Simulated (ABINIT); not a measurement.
I:

```
I
1.0
     3.63503   -2.39502    0.00000
     3.63503    2.39502    0.00000
     0.00000    0.00000    9.79344
I
4
Direct
  0.64930 0.35070 0.38440
  0.14930 0.85070 0.11560
  0.35070 0.64930 0.61560
  0.85070 0.14930 0.88440
```

Base run:

| Property | Result |
| --- | --- |
| Program | ABINIT 10.8.3 (patched build) |
| Functional | PBE |
| Potentials or basis | PseudoDojo NC SR PBE v0.4.1 standard |
| Cutoff | 707 eV |
| k mesh | 8 × 8 × 4 |
| Occupations | fixed |
| Spin | no spin polarisation |

Its results: pressure 1.5 GPa; largest force 0.920 eV/Å.

Question: The run is repeated on the same cell with these changes: potentials or basis from PseudoDojo NC SR PBE v0.4.1 standard to JTH PAW PBE v2.0; cutoff from 707 eV to 299 eV; k mesh from 8 × 8 × 4 to 6 × 6 × 2. What comes out?

Answer: Pressure 1.9 GPa; largest force 1.004 eV/Å.

Caveats: forces of over 1 eV/Å show positions far from the minimum, so gaps and moduli don't describe the material at rest (some runs).

Not every run made on this cell is shown here.
